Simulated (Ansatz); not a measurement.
The system is NaMg6Co.

```xyz
8
Lattice="4.9229 0.0000 0.0000 0.0000 3.2114 5.2951 0.0000 -3.2114 5.2951" Properties=species:S:1:pos:R:3 pbc="T T T"
Co    2.4614    0.0000    8.8677
Mg    0.0000    0.0000    1.7218
Mg    0.0000    0.0000    7.1244
Mg    0.0000    1.7367    4.3412
Mg    0.0000   -1.7367    4.3412
Mg    2.4614    1.6050    6.1981
Mg    2.4614   -1.6050    6.1981
Na    2.4614    0.0000    3.5682
```

The cell comes from a database or a generator and needn't be the stable form of this composition.

```yaml
Program: Ansatz 0.2.0
Task: single point
Functional: PBE
Potentials_or_basis: Ansatz PAW
Cutoff: "420 eV (not typed: the program's choice for these potentials)"
k_mesh: 6 × 5 × 5
Occupations: fermi-dirac, width 0.05 eV
Spin: collinear spin, ferromagnetic start
Starting_moments: "[2.0, 0.0, 0.0, 0.0, 0.0, 0.0, 0.0, 0.0] μB"
```

On this cell: pressure 0.4 GPa; largest force 0.071 eV/Å; net moment 1.27 μB per cell; site moments Co +1.40; Mg +0.03, -0.02, -0.01; Na -0.01 μB; band gap on the k mesh none (metal or under the smearing width).

The same run follows on a disturbed copy (atoms moved at random, drawn with an rms of 0.05 Å):

```
Co Mg Na
1.0
     4.92289    0.00000    0.00000
     0.00000    3.21143    5.29507
     0.00000   -3.21143    5.29507
Co Mg Na
1 6 1
Direct
  0.49700 0.83761 0.84170
  0.00407 0.15237 0.16340
  0.00447 0.67145 0.66880
  0.00586 0.68538 0.13877
  0.99493 0.14073 0.68555
  0.50067 0.83080 0.33299
  0.50070 0.33619 0.83291
  0.49434 0.33625 0.33776
```

Q: What changes?

A: The energy (extrapolated to zero smearing) moves by +3.1 meV/atom; pressure 0.5 GPa; largest force 0.341 eV/Å; net moment 1.28 μB per cell; site moments Co +1.41; Mg +0.03, -0.02, -0.01; Na -0.01 μB; band gap on the k mesh none (metal or under the smearing width).

Forces on the atoms (eV/Å):
```
Co   0.016  0.027  0.055
Mg  -0.096  0.105  0.234
Mg  -0.048 -0.047  0.086
Mg  -0.107 -0.103 -0.307
Mg   0.028  0.056 -0.250
Mg   0.090  0.037  0.108
Mg   0.007 -0.056  0.111
Na   0.110 -0.018 -0.037
```

Stress tensor (GPa, compression positive):
```
 0.02 -0.12 -0.04
-0.12  0.86  0.02
-0.04  0.02  0.49
```
